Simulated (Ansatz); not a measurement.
# CH5ISn: the cost of one run

The runs use Ansatz 0.2.0, Gaussian basis; the settings change from run to run.

## 1. The relaxed structure

The geometry comes from an earlier relaxation with PBE0-D4 in a triple-zeta def2 set; it is a stationary point, not always the lowest conformer. Sn, I take a core potential in def2 sets; no spin-orbit term is included.

SMILES `[CH3][SnH2][I]`, 8 atoms, charge 0, spin multiplicity 1.

Atoms are counted from 1 here; the program's logs count them from 0.

Bond lengths: C1–Sn2 2.131 Å, C1–H4 1.089 Å, C1–H5 1.091 Å, C1–H6 1.089 Å, Sn2–I3 2.694 Å, Sn2–H7 1.706 Å, Sn2–H8 1.706 Å. Angles: Sn2–C1–H4 109.3°, Sn2–C1–H5 109.9°, Sn2–C1–H6 109.3°, H4–C1–H5 109.5°, H4–C1–H6 109.4°, H5–C1–H6 109.5°, C1–Sn2–I3 106.8°, C1–Sn2–H7 112.9°, C1–Sn2–H8 112.9°, I3–Sn2–H7 106.4°, I3–Sn2–H8 106.4°, H7–Sn2–H8 111.1°.

As a file:

```xyz
8

C    -0.89627    0.73117   -0.27811
Sn    0.55434   -0.77469    0.13154
I     2.76213    0.49174    1.01322
H    -0.50506    1.41182   -1.03318
H    -1.81506    0.27077   -0.64376
H    -1.10624    1.28674    0.63497
H     0.07650   -1.83330    1.38105
H     1.02176   -1.64136   -1.26154
```

## 2. B2GP-PLYP/def2-TZVPP

This run has a point charge of 0.50 e beside it.

in.yaml reads:

```yaml
crystal:
  periodic: [false, false, false]
  atoms:
    - {symbol: C, position_ang: [-0.896273, 0.731173, -0.278108]}
    - {symbol: Sn, position_ang: [0.554345, -0.774689, 0.131545]}
    - {symbol: I, position_ang: [2.762127, 0.491744, 1.013216]}
    - {symbol: H, position_ang: [-0.505062, 1.411820, -1.033176]}
    - {symbol: H, position_ang: [-1.815058, 0.270768, -0.643760]}
    - {symbol: H, position_ang: [-1.106237, 1.286744, 0.634970]}
    - {symbol: H, position_ang: [0.076501, -1.833300, 1.381050]}
    - {symbol: H, position_ang: [1.021756, -1.641360, -1.261537]}
basis:
  gaussian: {orbitals: def2-TZVPP, point_charges: [{charge: 0.50, position_ang: [7.467, -0.196, 0.049]}]}
hamiltonian: {xc: {name: B2GP-PLYP}}
output: {forces: true}
```

On the command line:

```sh
> ansatz run in.yaml --threads 4 --pin off --events-out ev --progress --plain --max-ram 10444MiB
```

What time and memory should one allow on 4 threads of Arm Neoverse V1, shared host?

About 11 s, with a peak of 0.7 GiB.
